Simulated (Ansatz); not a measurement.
Geometry optimisation, DFT PBE-D3(BJ), scalar-relativistic, plane waves, PAW (Ansatz 0.2.0).

The input (input.yaml):

```yaml
crystal:
  lattice:
    - [10.86, 0.0, 0.0]
    - [0.0, 10.86, 0.0]
    - [0.0, 0.0, 10.86]
  atoms:
    - { symbol: Si, position: [0.5, 0.0, 0.0] }
    - { symbol: Si, position: [0.625, 0.125, 0.125] }
    - { symbol: Si, position: [0.75, 0.25, 0.0] }
    - { symbol: Si, position: [0.875, 0.375, 0.125] }
    - { symbol: Si, position: [0.75, 0.0, 0.25] }
    - { symbol: Si, position: [0.875, 0.125, 0.375] }
    - { symbol: Si, position: [0.0, 0.0, 0.0] }
    - { symbol: Si, position: [0.125, 0.125, 0.125] }
    - { symbol: Si, position: [0.25, 0.25, 0.0] }
    - { symbol: Si, position: [0.375, 0.375, 0.125] }
    - { symbol: Si, position: [0.5, 0.5, 0.0] }
    - { symbol: Si, position: [0.625, 0.625, 0.125] }
    - { symbol: Si, position: [0.75, 0.75, 0.0] }
    - { symbol: Si, position: [0.875, 0.875, 0.125] }
    - { symbol: Si, position: [0.25, 0.0, 0.25] }
    - { symbol: Si, position: [0.375, 0.125, 0.375] }
    - { symbol: Si, position: [0.5, 0.25, 0.25] }
    - { symbol: Si, position: [0.625, 0.375, 0.375] }
    - { symbol: Si, position: [0.75, 0.5, 0.25] }
    - { symbol: Si, position: [0.875, 0.625, 0.375] }
    - { symbol: Si, position: [0.5, 0.0, 0.5] }
    - { symbol: Si, position: [0.625, 0.125, 0.625] }
    - { symbol: Si, position: [0.75, 0.25, 0.5] }
    - { symbol: Si, position: [0.875, 0.375, 0.625] }
    - { symbol: Si, position: [0.75, 0.0, 0.75] }
    - { symbol: Si, position: [0.875, 0.125, 0.875] }
    - { symbol: Si, position: [0.0, 0.5, 0.0] }
    - { symbol: Si, position: [0.125, 0.625, 0.125] }
    - { symbol: Si, position: [0.25, 0.75, 0.0] }
    - { symbol: Si, position: [0.375, 0.875, 0.125] }
    - { symbol: Si, position: [0.0, 0.25, 0.25] }
    - { symbol: Si, position: [0.125, 0.375, 0.375] }
    - { symbol: Si, position: [0.25, 0.5, 0.25] }
    - { symbol: Si, position: [0.375, 0.625, 0.375] }
    - { symbol: Si, position: [0.5, 0.75, 0.25] }
    - { symbol: Si, position: [0.625, 0.875, 0.375] }
    - { symbol: Si, position: [0.0, 0.0, 0.5] }
    - { symbol: Si, position: [0.125, 0.125, 0.625] }
    - { symbol: Si, position: [0.25, 0.25, 0.5] }
    - { symbol: Si, position: [0.375, 0.375, 0.625] }
    - { symbol: Si, position: [0.5, 0.5, 0.5] }
    - { symbol: Si, position: [0.625, 0.625, 0.625] }
    - { symbol: Si, position: [0.75, 0.75, 0.5] }
    - { symbol: Si, position: [0.875, 0.875, 0.625] }
    - { symbol: Si, position: [0.25, 0.0, 0.75] }
    - { symbol: Si, position: [0.375, 0.125, 0.875] }
    - { symbol: Si, position: [0.5, 0.25, 0.75] }
    - { symbol: Si, position: [0.625, 0.375, 0.875] }
    - { symbol: Si, position: [0.75, 0.5, 0.75] }
    - { symbol: Si, position: [0.875, 0.625, 0.875] }
    - { symbol: Si, position: [0.0, 0.75, 0.25] }
    - { symbol: Si, position: [0.125, 0.875, 0.375] }
    - { symbol: Si, position: [0.0, 0.5, 0.5] }
    - { symbol: Si, position: [0.125, 0.625, 0.625] }
    - { symbol: Si, position: [0.25, 0.75, 0.5] }
    - { symbol: Si, position: [0.5, 0.75, 0.75], spin: 1.0 }
    - { symbol: Si, position: [0.0, 0.25, 0.75] }
    - { symbol: Si, position: [0.125, 0.375, 0.875] }
    - { symbol: Si, position: [0.25, 0.5, 0.75] }
    - { symbol: Si, position: [0.375, 0.625, 0.875] }
    - { symbol: Si, position: [0.625, 0.875, 0.875] }
    - { symbol: Si, position: [0.0, 0.75, 0.75] }
    - { symbol: Si, position: [0.125, 0.875, 0.875] }
magnetization:
  spin_polarized: true
total_charge: -1
basis:
  ecutwfc: 420.0
kpoints:
  mp_grid: { grid: [1, 1, 1] }
hamiltonian:
  xc: pbe
  dispersion: d3bj
  pseudopotentials: { kind: paw, azcp: { folder: soft_1 } }
scf:
  occupations: { method: fermi_dirac, width: 0.05 }
  lower_state_search: "off"
relax:
  f_tol: 0.03
  max_steps: 60
  adjacent_minimum: "off"
```

Command:

```bash
$ ansatz run input.yaml --threads 4 --pin off --max-ram 10240MiB --backend cpu --events-out ev --progress --plain --runs-dir out
```

**Question.** Where does it end, and by what steps?

**Answer.** The run converged. Limits of this set-up: coarse k mesh, a typed lattice constant that wasn't relaxed here, charged cell in a uniform background, uncorrected. After 3 steps the energy has fallen by 0.080 eV; Si55 moved furthest, 0.14 Å.

| step | energy less start (eV) | largest force component (eV/Å) | accepted |
| --- | --- | --- | --- |
| 0 | 0.0000 | 0.123 | yes |
| 1 | -0.0677 | 0.067 | yes |
| 2 | -0.0782 | 0.033 | yes |
| 3 | -0.0798 | 0.025 | yes |

```xyz
63
Lattice="10.8600 0.0000 0.0000 0.0000 10.8600 0.0000 0.0000 0.0000 10.8600" Properties=species:S:1:pos:R:3
Si 5.428 -0.002 -0.003
Si 6.785 1.355 1.361
Si 8.146 2.716 0.001
Si 9.502 4.073 1.357
Si 8.135 -0.003 2.725
Si 9.499 1.355 4.075
Si 0.010 -0.003 -0.010
Si 1.360 1.355 1.354
Si 2.718 2.705 -0.010
Si 4.072 4.072 1.357
Si 5.427 5.440 -0.010
Si 6.785 6.790 1.354
Si 8.135 8.148 -0.010
Si 9.502 9.503 1.357
Si 2.717 -0.002 2.718
Si 4.075 1.330 4.100
Si 5.427 2.705 2.725
Si 6.785 4.069 4.075
Si 8.146 5.429 2.714
Si 9.506 6.790 4.075
Si 5.349 -0.081 5.511
Si 6.760 1.330 6.785
Si 8.135 2.705 5.433
Si 9.502 4.072 6.787
Si 8.142 -0.002 8.143
Si 9.506 1.355 9.500
Si -0.001 5.429 0.001
Si 1.360 6.790 1.361
Si 2.717 8.147 -0.003
Si 4.072 9.502 1.357
Si -0.001 2.716 2.714
Si 1.360 4.076 4.075
Si 2.718 5.440 2.725
Si 4.070 6.815 4.100
Si 5.428 8.147 2.718
Si 6.760 9.505 4.100
Si 0.003 -0.002 5.432
Si 1.385 1.330 6.790
Si 2.717 2.712 5.432
Si 4.072 4.072 6.787
Si 5.428 5.433 5.432
Si 6.760 6.815 6.790
Si 8.142 8.147 5.432
Si 9.502 9.502 6.787
Si 2.796 -0.081 8.064
Si 4.070 1.330 9.475
Si 5.428 2.712 8.143
Si 6.785 4.076 9.500
Si 8.135 5.440 8.142
Si 9.499 6.790 9.500
Si 0.010 8.148 2.725
Si 1.385 9.500 4.100
Si 0.010 5.440 5.433
Si 1.385 6.815 6.785
Si 2.796 8.226 5.511
Si 5.349 8.226 8.064
Si 0.010 2.705 8.142
Si 1.360 4.069 9.500
Si 2.717 5.433 8.143
Si 4.075 6.815 9.475
Si 6.760 9.500 9.475
Si 0.003 8.147 8.143
Si 1.385 9.505 9.475
```

Whether the end is a true minimum wasn't checked by a vibrational analysis.

The run took 49 s on 4 threads of Arm Neoverse V2, with other jobs on the host, peak memory 1.6 GiB.
